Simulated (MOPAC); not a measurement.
Settings test, MOPAC on SiSeS

Simulated with MOPAC 23.2.5. This is a test of settings. The cell was built from a prototype and was relaxed with r2SCAN in plane waves (Ansatz 0.2.0). It may be hypothetical. It is a single sheet, repeated along a and b, with vacuum along c. All runs are without spin polarisation.

In-plane lattice: a = 3.392 Å, b = 3.392 Å, γ = 120.0°; thickness between the outer nuclei 2.73 Å. Si is surrounded by 3 S at 2.35 Å and 3 Se at 2.43 Å; S is surrounded by 3 Si at 2.35 Å; Se is surrounded by 3 Si at 2.43 Å.

The base run uses PM7 on a cluster of 27 atoms.

```
PM7 1SCF GRADIENTS AUX(PRECISION=6) THREADS=1
crystal as a cluster of 3x3x1 conventional cells

Si 0.000000 1 0.000000 1 9.049072 1
S 0.000000 1 1.958600 1 10.340432 1
Se 1.696197 1 0.979300 1 7.610496 1
Si -1.696197 1 2.937900 1 9.049072 1
S -1.696197 1 4.896499 1 10.340432 1
Se 0.000000 1 3.917200 1 7.610496 1
Si -3.392394 1 5.875799 1 9.049072 1
S -3.392394 1 7.834399 1 10.340432 1
Se -1.696197 1 6.855099 1 7.610496 1
Si 3.392394 1 -0.000000 1 9.049072 1
S 3.392394 1 1.958600 1 10.340432 1
Se 5.088591 1 0.979300 1 7.610496 1
Si 1.696197 1 2.937900 1 9.049072 1
S 1.696197 1 4.896499 1 10.340432 1
Se 3.392394 1 3.917200 1 7.610496 1
Si 0.000000 1 5.875799 1 9.049072 1
S 0.000000 1 7.834399 1 10.340432 1
Se 1.696197 1 6.855099 1 7.610496 1
Si 6.784789 1 -0.000000 1 9.049072 1
S 6.784789 1 1.958600 1 10.340432 1
Se 8.480986 1 0.979300 1 7.610496 1
Si 5.088591 1 2.937900 1 9.049072 1
S 5.088591 1 4.896499 1 10.340432 1
Se 6.784789 1 3.917200 1 7.610496 1
Si 3.392394 1 5.875799 1 9.049072 1
S 3.392394 1 7.834399 1 10.340432 1
Se 5.088591 1 6.855099 1 7.610496 1
Tv 10.177183 1 -0.000000 1 0.000000 1
Tv -5.088591 1 8.813699 1 0.000000 1
```

Command: `mopac run.mop`. It took 2.5 s on 1 thread of Intel(R) Xeon(R) Platinum 8488C (Sapphire Rapids), with other jobs on the host, peak memory 0.023 GiB.

It converged with a gap of 4.41 eV. MOPAC's gap is a Hartree-Fock orbital gap, usually far wider than a measured one, and its energy is the heat of formation.

Each further run moved one setting: CUTOFP (reach of the lattice sums in Å); method (Hamiltonian); CHARGE (charge of the cell); cluster (size of the cluster in conventional cells). Changes are from the base run, which isn't itself converged in every setting; energies of another Hamiltonian, functional, basis or charge aren't compared.

| setting | how it ended | gap change (eV) | energy change (meV/atom) | time (s) |
| --- | --- | --- | --- | --- |
| CUTOFP = 10 | converged | 0.00 | -1.1 | 1.9 |
| method = PM3 | converged | -0.92 | – | 5.7 |
| method = RM1 | refused | – | – | 0.06 |
| method = PM6-D3H4 | converged | -0.09 | – | 2.5 |
| CHARGE = 2 (poor on purpose) | refused | – | – | 0.06 |
| cluster = 1x1x1 (poor on purpose) | converged | 0.16 | 3124.3 | 0.44 |
| cluster = 4x4x1 | converged | -0.33 | 21.6 | 6.5 |

With method = RM1 nothing was computed: the Hamiltonian has no parameters for an element here. With CHARGE = 2 nothing was computed: the program refuses a charged unit cell.

The end of the log, shortened, for method = RM1:

```
 DATA ARE NOT AVAILABLE FOR ELEMENT NO. 14
  S: (RM1): G.B. ROCHA, R.O. FREIRE, A.M.SIMAS, J.J.P. STEWART, J. COMP. CHEM. 27, 1101 (2006)
 DATA ARE NOT AVAILABLE FOR ELEMENT NO. 34
          SOME ELEMENTS HAVE BEEN SPECIFIED FOR WHICH
          NO PARAMETERS ARE AVAILABLE.  CALCULATION STOPPED.
          Parameters for some elements are missing
           Empirical Formula: Si9 S9 Se9  =    27 atoms
 *     Error and normal termination messages reported in this calculation     *
 * Parameters for some elements are missing                                   *
 * JOB ENDED NORMALLY                                                         *
 TOTAL JOB TIME:             0.01 SECONDS
 == MOPAC DONE ==
```

Spin-orbit coupling is left out.
